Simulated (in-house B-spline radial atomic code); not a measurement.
# N⁴⁺: ionisation energy by several methods

An exercise on one series of results from a longer session: the logs are not shown, and one member is left open.

Program: in-house B-spline radial atomic code version 1. Level of theory: scalar-relativistic (X2C), several functionals, spin-polarised; spherical all-electron atom at the radial basis limit. These are calculated values, not measurements, unless marked.

### The system

```
element       : nitrogen (Z = 7)
charge        : +4
electrons     : 3
configuration : [He] 2s1
nucleus       : Fermi, rms radius 2.558 fm
```

The outer shells:

[He] 2s1
```
[He] core
2s [↑ ]
```

Where spins are not typed, each open shell is filled with up spins first.

Set-up of the first run:

Settings of the run:

```ini
Z = 7
electrons = 3.0
configuration = [He] 2s1
hamiltonian = x2c
method = hse06
spin_polarised = True
nucleus = fermi
rms_radius = 2.5582
mass_number = 14
atomic_mass = 14.00307400425
speed_of_light = 137.035999084
```

Among the steps run: HSE06, a range-separated hybrid; LDA (PW92); RPBE, a GGA; AM05, a GGA; PW91, a GGA; exchange-only LDA; LC-ωPBE, a range-separated hybrid; Hartree-Fock; PBE0, a global hybrid.

One of the session's tables, all rows but one given; the rest of the session is left out.

```
           method  ΔSCF (eV)
       LDA (PW92)     97.693
exchange-only LDA     96.792
             RPBE     98.553
             AM05     97.668
             PW91          ?
             PBE0     98.328
            HSE06     98.323
          LC-ωPBE     98.538
     Hartree-Fock     97.773
```

Estimate the missing values for PW91.

**Answer.** ΔSCF (eV): 98.527. In the column «ΔSCF (eV)» it lies between PBE0 (98.328) and LC-ωPBE (98.538).
